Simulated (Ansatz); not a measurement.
# C2H5Si2 radical: inputs that go wrong

4 inputs were typed for C2H5Si2 radical. Each is run as it stands; the log then has to tell whether the result can be used.

The runs use Ansatz 0.2.0, Gaussian basis; the settings change from run to run.

### 1 The molecule

The geometry comes from an earlier relaxation with PBE0-D4 in a triple-zeta def2 set; it is a stationary point, not always the lowest conformer.

SMILES `[SiH2]C#C[SiH3]`, 9 atoms, charge 0, spin multiplicity 2.

Atoms are counted from 1 here; the program's logs count them from 0.

Bond lengths: Si1–C2 1.802 Å, Si1–H5 1.483 Å, Si1–H6 1.483 Å, C2–C3 1.219 Å, C3–Si4 1.824 Å, Si4–H7 1.484 Å, Si4–H8 1.483 Å, Si4–H9 1.483 Å. Angles: C2–Si1–H5 111.6°, C2–Si1–H6 111.6°, H5–Si1–H6 112.7°, Si1–C2–C3 174.7°, C2–C3–Si4 179.2°, C3–Si4–H7 109.4°, C3–Si4–H8 109.1°, C3–Si4–H9 109.1°, H7–Si4–H8 109.7°, H7–Si4–H9 109.7°, H8–Si4–H9 109.8°.

### 2 Attempt 1

in.yaml reads:

```yaml
crystal:
  periodic: [false, false, false]
  atoms:
    - {symbol: Si, position_ang: [-0.076667, 2.186327, -1.216139]}
    - {symbol: C, position_ang: [-0.021290, 0.737243, -0.413108]}
    - {symbol: C, position_ang: [0.116784, -0.224754, 0.146956]}
    - {symbol: Si, position_ang: [0.299644, -1.669313, 0.981158]}
    - {symbol: H, position_ang: [-0.382300, 2.018814, -2.535456]}
    - {symbol: H, position_ang: [-0.902462, 3.075784, -0.592446]}
    - {symbol: H, position_ang: [-0.890396, -2.337445, 0.996074]}
    - {symbol: H, position_ang: [1.245908, -2.429135, 0.357061]}
    - {symbol: H, position_ang: [0.692201, -1.400118, 2.260074]}
basis:
  gaussian: {orbitals: cc-pVTZ, final_grid: {core_spheres: 1, valence_spheres: 1, degree: 3}}
magnetization: {spin_polarized: true, initial_magnetization: 1}
hamiltonian: {xc: {name: r2SCAN}}
accuracy: high
```

Started as:

```sh
$ ansatz run in.yaml --threads 4 --pin off --events-out ev --progress --plain --max-ram 10444MiB
```

Output:

```text
Functional definition: r2SCAN
  name "r2SCAN"
  cite "Furness, Kaplan, Ning, Perdew & Sun, J. Phys. Chem. Lett. 11, 8208 (2020) doi:10.1021/acs.jpclett.0c02405"
  cite "Furness, Kaplan, Ning, Perdew & Sun, J. Phys. Chem. Lett. 11, 9248 (2020) doi:10.1021/acs.jpclett.0c03077"
  parent r2scan
  parameter k0 = 0.174
  parameter k1 = 0.065
  parameter a1 = 4.9479
  exchange = r2scan_x(k0 = k0, k1 = k1, a1 = a1)
  correlation = r2scan_c
3361 factors; integrals over basis functions are off by at most 3.4e-9 eV
mean field evaluation 1: about -17892.2272 eV, gradient 4.8e1 eV
mean field evaluation 2: about -17843.0512 eV, gradient 9.6e1 eV
mean field evaluation 4: about -17901.8447 eV, gradient 2.2e1 eV
mean field evaluation 8: about -17881.3793 eV, gradient 2.3e2 eV
mean field evaluation 16: about -18464.3444 eV, gradient 3.4e1 eV
mean field evaluation 32: about -18495.9925 eV, gradient 1.6e-6 eV
mean field evaluation 64: about -18510.1675 eV, gradient 3.6e-7 eV
mean field evaluation 96: about -18525.7107 eV, gradient 1.0e1 eV
mean field evaluation 128: about -18526.1385 eV, gradient 8.4e-1 eV
mean field -18526.21425154 eV, -680.8258162249 hartree, gradient 2.3e-8 eV, S^2 2.752054; 10 other end points of the search recorded, 0 dependent functions left out
reference -18526.21427905 eV, -680.8258172362 hartree; 23, 22 occupied and 175, 176 virtual orbitals, 3361 factors
Total energy: -18526.21427905 eV, -680.8258172362 hartree
```

Run time: 29 s. Hardware: 4 threads of Arm Neoverse V1, shared host; peak memory 0.99 GiB.

Diagnosis: It ended without an error, which proves nothing about the input. The integration grid is far too coarse. Its coordinates are also moved off the relaxed structure. Its energy carries the error of the grid. Cure: drop final_grid and take the default grid.

### 3 Attempt 2

in.yaml reads:

```yaml
crystal:
  periodic: [false, false, false]
  atoms:
    - {symbol: Si, position_ang: [-0.214646, 2.500558, -1.323445]}
    - {symbol: C, position_ang: [0.066165, 0.731737, -0.416458]}
    - {symbol: C, position_ang: [0.133279, -0.219387, 0.211278]}
    - {symbol: Si, position_ang: [0.309781, -1.960456, 1.099981]}
    - {symbol: H, position_ang: [-0.904846, 3.697545, -0.254317]}
    - {symbol: H, position_ang: [-0.954846, 3.397545, -0.554317]}
    - {symbol: H, position_ang: [-0.841741, -2.472347, 1.124837]}
    - {symbol: H, position_ang: [1.334143, -2.737230, 0.405507]}
    - {symbol: H, position_ang: [0.786505, -1.585304, 2.270536]}
basis:
  gaussian: {orbitals: def2-TZVPP}
magnetization: {spin_polarized: true, initial_magnetization: 1}
hamiltonian: {xc: {name: HF}}
correlation: {method: rpa}
```

The command is unchanged.

Output:

```text
Functional definition: HF
  name "HF"
  cite "Fock, Z. Phys. 61, 126 (1930) doi:10.1007/BF01340294"
  parent pbe
  exchange = exact_x
  correlation = 0
1239 factors; integrals over basis functions are off by at most 9.3e-4 eV
mean field evaluation 1: about -17849.0884 eV, gradient 2.7e1 eV
mean field evaluation 2: about -17849.1005 eV, gradient 2.7e1 eV
mean field evaluation 4: about -17854.0861 eV, gradient 3.4e0 eV
mean field evaluation 8: about -17854.2494 eV, gradient 3.2e-1 eV
mean field evaluation 16: about -17852.6232 eV, gradient 6.7e0 eV
mean field evaluation 32: about -17854.2317 eV, gradient 4.9e-1 eV
mean field -17854.25488831 eV, -656.1317650967 hartree, gradient 1.5e-6 eV, S^2 0.814084; 2 other end points of the search recorded, 0 dependent functions left out
12 core orbitals not correlated: weight in the atoms' cores, before any rotation towards them, 1.000 or more for the frozen orbitals, at most 0.000 for the correlated occupied ones
reference -17854.25488831 eV, -656.1317650967 hartree; 11, 10 occupied and 193, 194 virtual orbitals, 1239 factors
Total energy: -17872.12405799 eV, -656.7884449702 hartree
```

It took 6 s on 4 threads of Arm Neoverse V1, shared host; peak memory 0.47 GiB.

Diagnosis: It ended without an error, which proves nothing about the input. One atom was put on top of another. The shortest distance is 0.43 Å (H5–H6), against 1.22 Å in the relaxed molecule. Its coordinates are also moved off the relaxed structure. Its energy is no property of the relaxed molecule. To mend it, restore the atom's position.

### 4 Attempt 3

in.yaml reads:

```yaml
crystal:
  periodic: [false, false, false]
  atoms:
    - {symbol: Si, position_ang: [-0.115296, 2.344986, -1.312799]}
    - {symbol: C, position_ang: [-0.015368, 0.820201, -0.451432]}
    - {symbol: C, position_ang: [0.119989, -0.258357, 0.127826]}
    - {symbol: Si, position_ang: [0.361803, -1.860961, 1.060213]}
    - {symbol: H, position_ang: [-0.357635, 2.187584, -2.719187]}
    - {symbol: H, position_ang: [-0.966073, 3.297759, -0.606746]}
    - {symbol: H, position_ang: [-0.938067, -2.532491, 1.059285]}
    - {symbol: H, position_ang: [1.385810, -2.625368, 0.467298]}
    - {symbol: H, position_ang: [0.713906, -1.495977, 2.444199]}
basis:
  gaussian: {orbitals: 6-31G}
magnetization: {spin_polarized: true, initial_magnetization: 2}
hamiltonian: {xc: {name: PBE0-DH}}
accuracy: high
output: {forces: true}
```

Launched as before.

Output:

```text
Error: a molecule whose nuclei and cores have a total charge of 45 cannot have a net charge of 0 together with 2 unpaired electrons
```

Wall time 0.05 s (4 threads of Arm Neoverse V1, shared host).

**Diagnosis.** Refused before any calculation. The number of unpaired electrons doesn't fit the electron count. Its coordinates are also moved off the relaxed structure. Cure: make charge and initial_magnetization agree: an even electron count takes an even number of unpaired electrons.

### 5 Attempt 4

in.yaml reads:

```yaml
crystal:
  periodic: [false, false, false]
  atoms:
    - {symbol: Si, position_ang: [-0.083334, 2.376443, -1.321890]}
    - {symbol: C, position_ang: [-0.023141, 0.801352, -0.449030]}
    - {symbol: C, position_ang: [0.126939, -0.244298, 0.159735]}
    - {symbol: Si, position_ang: [0.325700, -1.814471, 1.066476]}
    - {symbol: H, position_ang: [-0.415544, 2.194363, -2.755930]}
    - {symbol: H, position_ang: [-0.980937, 3.343244, -0.643963]}
    - {symbol: H, position_ang: [-0.967822, -2.540701, 1.082689]}
    - {symbol: H, position_ang: [1.354248, -2.640364, 0.388110]}
    - {symbol: H, position_ang: [0.752392, -1.521868, 2.456602]}
basis:
  gaussian: {orbitals: def2-SVP}
magnetization: {spin_polarized: true, initial_magnetization: 1}
hamiltonian: {xc: {name: r2SCAN}}
correlation: {method: rpa}
md: {timestep: 1 fs, n_steps: 20, ensemble: nve, temperature: 700, initial_velocities: maxwell_boltzmann, seed: 803}
```

The command is unchanged.

Output:

```text
Error: forces are implemented only for Hartree–Fock and Kohn–Sham states of molecules, for MP2, coupled cluster and FCI on these and for active spaces without a correction or with SC-NEVPT2: ask for no forces
```

Run time: 0.05 s. Hardware: 4 threads of Arm Neoverse V1, shared host.

What is wrong: The program refused the input. The last message tells what the program can't do with this input.

### 6 How the tries ended

```tsv
attempt	level	ended	cause	time
1	r2SCAN/cc-pVTZ	converged	the integration grid is far too coarse	29 s
2	RPA/def2-TZVPP	converged	one atom was put on top of another	6 s
3	PBE0-DH/6-31G	refused	the number of unpaired electrons doesn't fit the electron count	0.05 s
4	RPA/def2-SVP	refused	see the message	0.05 s
```

2 converged, 2 refused. A refusal costs next to no computing time. The dangerous case is the input that converges on a wrong geometry, charge, spin, basis or grid: often only a look at the input shows it.
